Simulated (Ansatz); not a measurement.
# ZnBi3 (I4/mmm) in Ansatz: reference runs

Reference runs on ZnBi3: the cell as given and a disturbed copy.

Everything below comes from runs of Ansatz 0.2.0. Logs are shortened: lines on timing, memory, paths and dates and some standing lists are left out, and cuts for length are marked.

**1. Starting point**

It takes space group I4/mmm (No. 139, tetragonal). The conventional cell has a = 5.045 Å, b = 5.045 Å, c = 9.126 Å, α = 90.00°, β = 90.00°, γ = 90.00°. Bi (site symmetry 4/mmm) is surrounded by 8 Bi at 3.40 Å and 4 Zn at 3.57 Å. Around Bi (site symmetry -4m2) lie 8 Bi at 3.40 to 3.57 Å and 4 Zn at 3.40 Å. Zn (site symmetry 4/mmm) has 12 Bi at 3.40 to 3.57 Å as nearest neighbours.

The cell comes from a database or a generator and needn't be the stable form of this composition.

**2. Single point, PBE**

input.yaml reads:

```yaml
crystal:
  lattice:
    - [-2.522668, 2.522668, 4.562909]
    - [2.522668, -2.522668, 4.562909]
    - [2.522668, 2.522668, -4.562909]
  atoms:
    - { symbol: Bi, position: [0.5, 0.5, 0.0] }
    - { symbol: Bi, position: [0.25, 0.75, 0.5] }
    - { symbol: Bi, position: [0.75, 0.25, 0.5] }
    - { symbol: Zn, position: [0.0, 0.0, 0.0] }
hamiltonian:
  xc: pbe
  pseudopotentials: { kind: paw }
kpoints:
  mp_grid: { grid: [8, 8, 8] }
scf:
  occupations: { method: fermi_dirac, width: 0.05 }
output:
  forces: true
  stress: true
  eigenvalues: true
```

Potentials or basis: Ansatz PAW.

Command:

```sh
$ ansatz run input.yaml --threads 2 --pin off --max-ram 5120MiB --backend cpu --events-out ev --progress --plain --runs-dir out
```

Output:

```text
Warning: RAYON_NUM_THREADS=2 ignored (pool sized by the plan → 2); use --threads N
Engine: ansatz 0.2.0, x86_64-unknown-linux-gnu
Pseudopotentials: kind: paw
Pseudopotential: Bi, paw, valence charge 15, recommended cutoff 420 eV (normal), Bi.paw.azcp
Pseudopotential: Zn, paw, valence charge 12, recommended cutoff 420 eV (normal), Zn.paw.azcp
Functional definition: PBE
  parameter kappa = 0.804
  parameter beta = 0.06672455060314922
  exchange = pbe_x(kappa = kappa, mu = beta*pi^2/3)
  correlation = pbe_c(beta = beta)
Crystal: 4 atoms, lattice volume = 116.151 Å³
Basis set: ecut = 420 eV, 2299 PW (Γ), exchange–correlation on 80×80×80 points (8 copies of the dense FFT grid, shifted against one another)
Bands: 35, of which v1, the nominal top of the filled ones, is band 29 counted from 1 (28 counted from 0)
Symmetry: 16 space group operations
Space group: I4/mmm (ITA 139), of the structure as read, at distance tolerance 4.9e-5 Å
k-points: 59 of 512
Non-local potential: Bi, projectors of the file, l = 0: 2, l = 1: 2, l = 2: 2, l = 3: 2
Non-local potential: Zn, projectors of the file, l = 0: 2, l = 1: 2, l = 2: 3, l = 3: 1
PAW form: soft (Blöchl's): semilocal exchange-correlation on the pseudo side does not see the compensation charge
PAW one-centre angular grid: Bi, 590 points (default); XC on 64 Gauss nodes
PAW one-centre angular grid: Zn, 590 points (default); XC on 64 Gauss nodes
Initial density: superposition of atomic densities (neutral atoms: chi_scale 0, normalization atom), corrected by the library's trained network
Initial wavefunctions: pseudopotential atomic-orbital guess
Functional: x = pbe(κ = 0.804, μ = 0.2195149727645171), c = pbe(β = 0.06672455060314922)
SCF iter   1: F=—  HF=-40507.933690 eV  |F-HF|=—  |Δ(HF+E_count)|=         —  Δρ=1.68e-3  dr2=7.59e-3  ethr=1.77e-3  ⟨swp⟩=8.6  Hψ=9760  notcnv=0  defer=1
preconditioner: auto → Kerker (q_TF=auto, 2.423 Å⁻¹)  [metal: Δε(μ)=0.012 eV  Ē_g=17.581 eV  σ=0.050 eV  W_gap=0.06  n_scr=30 (ndim 8)  ℏωp=26.0 eV  f_vac=0.000  D(μ)=2.38/eV (n_scr^D=14)]
SCF iter   2: F=—  HF=-40507.931193 eV  |F-HF|=—  |Δ(HF+E_count)|=   2.50e-3  Δρ=9.13e-4  dr2=2.11e-3  ethr=1.33e-5  ⟨swp⟩=2.1  Hψ=4112  notcnv=0  defer=2
SCF iter   3: F=—  HF=-40507.930978 eV  |F-HF|=—  |Δ(HF+E_count)|=   2.14e-4  Δρ=6.01e-4  dr2=6.14e-4  ethr=3.71e-6  ⟨swp⟩=2.0  Hψ=2525  notcnv=0  defer=2
SCF iter   4: F=—  HF=-40507.930818 eV  |F-HF|=—  |Δ(HF+E_count)|=   1.60e-4  Δρ=2.28e-4  dr2=7.42e-5  ethr=1.08e-6  ⟨swp⟩=2.0  Hψ=2633  notcnv=0  defer=2
SCF iter   5: F=—  HF=-40507.930805 eV  |F-HF|=—  |Δ(HF+E_count)|=   1.29e-5  Δρ=1.00e-4  dr2=1.71e-5  ethr=1.30e-7  ⟨swp⟩=2.0  Hψ=2450  notcnv=0  defer=2
SCF iter   6: F=—  HF=-40507.930805 eV  |F-HF|=—  |Δ(HF+E_count)|=   1.98e-7  Δρ=2.45e-5  dr2=6.82e-7  ethr=3.00e-8  ⟨swp⟩=2.9  Hψ=3907  notcnv=0  defer=2
SCF iter   7: F=-40507.930805 eV  HF=-40507.930805 eV  |F-HF|=2.15e-9  |Δ(HF+E_count)|=   2.59e-8  Δρ=8.82e-6  dr2=6.39e-8  ethr=1.75e-10  ⟨swp⟩=6.7  Hψ=10553  notcnv=0
SCF 1 converged in 7 iterations: F = -40507.930805 eV  dr2 = 6.39e-8
SCF converged after 7 iterations
Free energy (F): -40507.930805 eV
Harris-Foulkes:  -40507.930805 eV  (|F-HF|=2.15e-9)
Internal energy: -40507.911223 eV  (E = F + TS)
E sigma→0 (E₀):  -40507.921014 eV
Entropy (-TS):   -0.019582 eV (-4.896 meV/atom)
Fermi energy:    10.687147 eV
--- Per-component energies (eV) ---
  E_band       = -242.442370
  E_kinetic    = 1035.232843
  E_local      = -5989.673155  (includes V_loc(G=0)·N_el)
  E_nonlocal   = 2292.727082
  E_hartree    = 2077.821088
  E_xc         = -590.409520
  E_vxc        = -483.510503  (∫ρ·V_xc dr)
  E_paw        = -33815.610133  (= ΣΔE_a)
  E_vpaw       = -1252.871196  (= ΣTr[D̂ρ^β])
  E_aug_tail   = -0.001665  (compensation charges beyond the density's cutoff)
  E_ewald      = -5517.997764
  E_smearing   = -0.019582  (= −TS)
  E_closure    = -0.000000  (closes the sum)
  Σ components = -40507.930805   (vs F -40507.930805, Δ=0.00e0)
--- Forces (eV/Å), atoms counted from 1 ---
  atom   1  Bi     0.00000000     0.00000000    -0.00000000
  atom   2  Bi     0.00000000     0.00000000     0.00000000
  atom   3  Bi     0.00000000     0.00000000     0.00000000
  atom   4  Zn     0.00000000     0.00000000     0.00000000
  max |Σ_I F_I| component: 2.17e-19 eV/Å
--- Stress (GPa, compression-positive) ---
       -0.090471       0.000000       0.000000
        0.000000      -0.090471      -0.000000
        0.000000      -0.000000       0.545043
  P = ⅓ Tr σ = 0.1214 GPa (1.214 kbar)
--- Band table (eV; the first three rows and the last of 59) ---
  k-point 0: bands = ["-12.4214", "-12.4214", "-12.4102", "-12.4017", "-12.3957", "-12.3212", "-12.3079", "-12.2698", "-12.2698", "-12.2554", "-12.2199", "-12.2045", "-12.1946", "-12.1946", "-12.1746", "-2.4973", "1.2065", "1.5930", "3.7772", "3.7798", "3.7798", "3.8229", "3.8640", "7.2466", "8.2060", "8.2060", "8.7122", "9.0159", "9.0159", "9.6729", "10.7402", "11.8524", "11.8524", "15.1273", "16.1643"]
  k-point 1: bands = ["-12.4238", "-12.4182", "-12.4043", "-12.3998", "-12.3977", "-12.3179", "-12.2972", "-12.2688", "-12.2598", "-12.2529", "-12.2244", "-12.2116", "-12.2026", "-12.2009", "-12.1829", "-2.3384", "0.9822", "1.4748", "3.7764", "3.7813", "3.8133", "3.8138", "3.8526", "7.1218", "8.0094", "8.0108", "8.1470", "8.8198", "9.4464", "10.7884", "11.3038", "11.5638", "12.2314", "15.6261", "16.3104"]
  k-point 2: bands = ["-12.4263", "-12.4101", "-12.4068", "-12.3971", "-12.3867", "-12.3112", "-12.2756", "-12.2648", "-12.2498", "-12.2460", "-12.2412", "-12.2235", "-12.2208", "-12.2138", "-12.1881", "-1.8760", "0.5411", "1.1060", "3.7757", "3.7953", "3.8078", "3.8459", "3.8614", "6.4744", "7.0244", "7.4353", "8.4799", "8.8118", "10.4359", "11.9320", "12.4083", "13.0171", "13.4519", "14.1627", "15.2077"]
  k-point 58: bands = ["-12.4557", "-12.4557", "-12.4149", "-12.4051", "-12.3749", "-12.3564", "-12.2723", "-12.2703", "-12.2339", "-12.2339", "-12.2319", "-12.1927", "-12.1925", "-12.1925", "-12.1746", "-1.2698", "-0.5858", "0.9897", "3.8167", "3.8167", "3.8234", "3.8495", "3.8811", "6.5504", "6.5504", "6.5823", "11.1793", "11.6822", "12.4367", "12.4367", "12.7686", "12.7686", "12.9864", "14.7084", "15.4442"]
```

Wall time 5.4 s (2 threads of AMD EPYC 7B13 (Zen 3), shared host); peak memory 0.56 GiB.

What came out:

* Free energy: -40507.9308 eV
* Pressure: 0.1 GPa
* Band gap on the k mesh: none (metal or under the smearing width)

Stress tensor (GPa, compression positive):
```
-0.09  0.00  0.00
 0.00 -0.09  0.00
 0.00  0.00  0.55
```

Levels at points of the mesh, in eV from the Fermi level:
| k point | band 26 | band 27 | band 28 | band 29 | band 30 | band 31 | band 32 | band 33 |
| --- | --- | --- | --- | --- | --- | --- | --- | --- |
| (0.00, 0.00, 0.00) | -2.48 | -1.97 | -1.67 | -1.67 | -1.01 | 0.05 | 1.17 | 1.17 |
| (0.00, 0.00, -0.50) | -4.52 | -0.89 | -0.27 | -0.13 | 0.77 | 3.05 | 3.31 | 4.00 |
| (0.00, -0.50, 0.00) | -2.44 | -2.02 | -1.46 | -0.22 | 0.54 | 1.49 | 2.36 | 3.24 |
| (-0.50, -0.50, -0.50) | -4.10 | 0.49 | 1.00 | 1.75 | 1.75 | 2.08 | 2.08 | 2.30 |

Caveat: spin-orbit coupling is left out, which moves the levels of the heavy elements.

**3. Single point, PBE (atoms moved at random, drawn with an rms of 0.05 Å)**

input.yaml reads:

```yaml
crystal:
  lattice:
    - [-2.522668, 2.522668, 4.562909]
    - [2.522668, -2.522668, 4.562909]
    - [2.522668, 2.522668, -4.562909]
  atoms:
    - { symbol: Bi, position: [0.495956, 0.502886, -0.002056] }
    - { symbol: Bi, position: [0.247492, 0.747364, 0.49012] }
    - { symbol: Bi, position: [0.734942, 0.251738, 0.489876] }
    - { symbol: Zn, position: [-0.011174, -0.007426, -0.019809] }
hamiltonian:
  xc: pbe
  pseudopotentials: { kind: paw }
kpoints:
  mp_grid: { grid: [8, 8, 8] }
scf:
  occupations: { method: fermi_dirac, width: 0.05 }
output:
  forces: true
  stress: true
  eigenvalues: true
  write_density: true
  write_potential: true
  elf: true
  volumetric_format: npy
```

Potentials or basis: Ansatz PAW.

Command:

```sh
$ ansatz run input.yaml --threads 2 --pin off --max-ram 5120MiB --backend cpu --events-out ev --progress --plain --runs-dir out
```

Output:

```text
Warning: RAYON_NUM_THREADS=2 ignored (pool sized by the plan → 2); use --threads N
[... 9 set-up lines as earlier in the session ...]
Crystal: 4 atoms, lattice volume = 116.151 Å³
Basis set: ecut = 420 eV, 2299 PW (Γ), exchange–correlation on 80×80×80 points (8 copies of the dense FFT grid, shifted against one another)
Bands: 35, of which v1, the nominal top of the filled ones, is band 29 counted from 1 (28 counted from 0)
Symmetry: 1 space group operations
Space group: P1 (ITA 1), of the structure as read, at distance tolerance 4.9e-5 Å
k-points: 260 of 512 (time reversal used)
[... 8 set-up lines as earlier in the session ...]
SCF iter   1: F=—  HF=-40507.929318 eV  |F-HF|=—  |Δ(HF+E_count)|=         —  Δρ=1.69e-3  dr2=7.68e-3  ethr=1.77e-3  ⟨swp⟩=8.7  Hψ=43207  notcnv=0  defer=3
preconditioner: auto → Kerker (q_TF=auto, 2.423 Å⁻¹)  [metal: Δε(μ)=0.013 eV  Ē_g=17.584 eV  σ=0.050 eV  W_gap=0.07  n_scr=30 (ndim 8)  ℏωp=26.0 eV  f_vac=0.000  D(μ)=2.39/eV (n_scr^D=14)]
SCF iter   2: F=—  HF=-40507.926532 eV  |F-HF|=—  |Δ(HF+E_count)|=   2.79e-3  Δρ=9.18e-4  dr2=2.13e-3  ethr=1.35e-5  ⟨swp⟩=2.1  Hψ=18374  notcnv=0  defer=6
SCF iter   3: F=—  HF=-40507.926311 eV  |F-HF|=—  |Δ(HF+E_count)|=   2.20e-4  Δρ=5.98e-4  dr2=6.25e-4  ethr=3.73e-6  ⟨swp⟩=2.0  Hψ=11078  notcnv=0  defer=6
SCF iter   4: F=—  HF=-40507.926149 eV  |F-HF|=—  |Δ(HF+E_count)|=   1.62e-4  Δρ=2.35e-4  dr2=7.57e-5  ethr=1.10e-6  ⟨swp⟩=2.0  Hψ=11617  notcnv=0  defer=6
SCF iter   5: F=—  HF=-40507.926135 eV  |F-HF|=—  |Δ(HF+E_count)|=   1.38e-5  Δρ=1.04e-4  dr2=1.82e-5  ethr=1.33e-7  ⟨swp⟩=2.0  Hψ=10675  notcnv=0  defer=6
SCF iter   6: F=—  HF=-40507.926135 eV  |F-HF|=—  |Δ(HF+E_count)|=   1.27e-7  Δρ=2.70e-5  dr2=8.17e-7  ethr=3.20e-8  ⟨swp⟩=2.6  Hψ=16588  notcnv=0  defer=6
SCF iter   7: F=-40507.926135 eV  HF=-40507.926135 eV  |F-HF|=1.33e-8  |Δ(HF+E_count)|=   2.84e-8  Δρ=9.38e-6  dr2=7.62e-8  ethr=1.75e-10  ⟨swp⟩=10.3  Hψ=72058  notcnv=0
SCF 1 converged in 7 iterations: F = -40507.926135 eV  dr2 = 7.62e-8
SCF converged after 7 iterations
Free energy (F): -40507.926135 eV
Harris-Foulkes:  -40507.926135 eV  (|F-HF|=1.33e-8)
Internal energy: -40507.906403 eV  (E = F + TS)
E sigma→0 (E₀):  -40507.916269 eV
Entropy (-TS):   -0.019732 eV (-4.933 meV/atom)
Fermi energy:    10.688294 eV
--- Per-component energies (eV) ---
  E_band       = -242.493257
  E_kinetic    = 1035.267909
  E_local      = -5991.696458  (includes V_loc(G=0)·N_el)
  E_nonlocal   = 2292.723730
  E_hartree    = 2078.797439
  E_xc         = -590.421644
  E_vxc        = -483.527770  (∫ρ·V_xc dr)
  E_paw        = -33815.609848  (= ΣΔE_a)
  E_vpaw       = -1252.867279  (= ΣTr[D̂ρ^β])
  E_aug_tail   = -0.001664  (compensation charges beyond the density's cutoff)
  E_ewald      = -5516.965867
  E_smearing   = -0.019732  (= −TS)
  E_closure    = 0.000000  (closes the sum)
  Σ components = -40507.926135   (vs F -40507.926135, Δ=0.00e0)
--- Forces (eV/Å), atoms counted from 1 ---
  atom   1  Bi    -0.03561240    -0.02286223     0.00390764
  atom   2  Bi     0.07213883    -0.06166196    -0.04475457
  atom   3  Bi    -0.05989175     0.06480536     0.03868422
  atom   4  Zn     0.02336040     0.01971572     0.00216337
  max |Σ_I F_I| component: 4.92e-6 eV/Å
--- Stress (GPa, compression-positive) ---
        0.112033      -0.005446      -0.210419
       -0.005445      -0.214681      -0.213261
       -0.210419      -0.213261       0.571455
  P = ⅓ Tr σ = 0.1563 GPa (1.563 kbar)
--- Band table (eV; the first three rows and the last of 260) ---
  k-point 0: bands = ["-12.4248", "-12.4179", "-12.4099", "-12.4012", "-12.3945", "-12.3215", "-12.3088", "-12.2711", "-12.2704", "-12.2557", "-12.2203", "-12.2051", "-12.1976", "-12.1923", "-12.1748", "-2.5007", "1.2071", "1.5920", "3.7734", "3.7761", "3.7795", "3.8201", "3.8615", "7.2396", "8.2011", "8.2104", "8.7017", "8.9931", "9.0477", "9.6746", "10.7249", "11.8195", "11.9078", "15.1268", "16.1658"]
  k-point 1: bands = ["-12.4254", "-12.4166", "-12.4038", "-12.3987", "-12.3968", "-12.3186", "-12.2980", "-12.2700", "-12.2603", "-12.2532", "-12.2248", "-12.2124", "-12.2042", "-12.1999", "-12.1827", "-2.3420", "0.9831", "1.4735", "3.7736", "3.7786", "3.8109", "3.8111", "3.8502", "7.1157", "7.9836", "8.0092", "8.1686", "8.8227", "9.4480", "10.7881", "11.2811", "11.5870", "12.2380", "15.6260", "16.3075"]
  k-point 2: bands = ["-12.4271", "-12.4117", "-12.4035", "-12.3962", "-12.3860", "-12.3125", "-12.2765", "-12.2658", "-12.2510", "-12.2459", "-12.2416", "-12.2238", "-12.2215", "-12.2136", "-12.1880", "-1.8801", "0.5425", "1.1041", "3.7730", "3.7927", "3.8049", "3.8436", "3.8590", "6.4703", "7.0221", "7.4320", "8.4787", "8.8168", "10.4371", "11.9334", "12.4078", "13.0158", "13.4541", "14.1643", "15.2118"]
  k-point 259: bands = ["-12.4593", "-12.4529", "-12.4143", "-12.4041", "-12.3739", "-12.3575", "-12.2726", "-12.2712", "-12.2347", "-12.2344", "-12.2323", "-12.1956", "-12.1930", "-12.1898", "-12.1747", "-1.2739", "-0.5888", "0.9919", "3.8126", "3.8153", "3.8206", "3.8468", "3.8785", "6.5164", "6.5599", "6.6078", "11.1777", "11.6797", "12.4244", "12.4462", "12.7359", "12.7770", "13.0100", "14.7087", "15.4307"]
```

v_z.tsv:

```text
# z_ang	v_es[eV]	v_tot[eV]
# format = ansatz-planar-average/11
# xc	pbe
# density_cutoff_ev	1680
# datasets	Bi=:simpson_from_first_knot:soft	Zn=:simpson_from_first_knot:soft
# lattice	-2.522668000	2.522668000	4.562909000
# lattice	2.522668000	-2.522668000	4.562909000
# lattice	2.522668000	2.522668000	-4.562909000
# sites	4
# site	83	0.012295484	-0.022668695	4.567006492
# site	83	2.497421139	-0.024601058	2.303064437
# site	83	0.016831241	2.454757777	2.266871443
# site	30	-0.040516571	-0.059426490	0.005516557
0.000000	3.036939e0	-7.194100e0
0.144801	3.196911e0	-6.975699e0
0.289603	3.551091e0	-6.521184e0
0.434404	4.081947e0	-5.868354e0
0.579205	4.755028e0	-5.060983e0
0.724006	5.516761e0	-4.159402e0
[... 32 lines left out ...]
5.502448	3.320368e0	-6.853446e0
5.647249	3.077807e0	-7.152476e0
```

Run time: 48 s. Hardware: 2 threads of AMD EPYC 7B13 (Zen 3), shared host; peak memory 1 GiB.

Results:

```yaml
Free_energy: -40507.9261 eV
Pressure: 0.2 GPa
Largest_force: 0.105 eV/Å
Band_gap_on_the_k_mesh: none (metal or under the smearing width)
```

Forces on the atoms (eV/Å):
```
Bi  -0.036 -0.023  0.004
Bi   0.072 -0.062 -0.045
Bi  -0.060  0.065  0.039
Zn   0.023  0.020  0.002
```

Levels at points of the mesh, in eV from the Fermi level:
| k point | band 27 | band 28 | band 29 | band 30 | band 31 | band 32 |
| --- | --- | --- | --- | --- | --- | --- |
| (0.00, 0.00, 0.00) | -1.99 | -1.70 | -1.64 | -1.01 | 0.04 | 1.13 |
| (0.00, 0.00, -0.50) | -0.90 | -0.29 | -0.11 | 0.77 | 3.05 | 3.31 |
| (0.00, -0.50, 0.00) | -1.94 | -1.55 | -0.23 | 0.55 | 1.48 | 2.42 |
| (0.00, -0.50, -0.50) | -2.10 | -1.36 | -0.21 | 0.52 | 1.47 | 2.29 |
| (-0.50, 0.00, 0.00) | -2.04 | -1.53 | -0.20 | 0.59 | 1.56 | 2.33 |
| (-0.50, 0.00, -0.50) | -2.00 | -1.39 | -0.23 | 0.49 | 1.40 | 2.39 |
| (-0.50, -0.50, 0.00) | -0.90 | -0.27 | -0.13 | 0.77 | 3.05 | 3.32 |
| (-0.50, -0.50, -0.50) | 0.49 | 0.99 | 1.74 | 1.76 | 2.05 | 2.09 |

Caveat: spin-orbit coupling is left out, which moves the levels of the heavy elements.
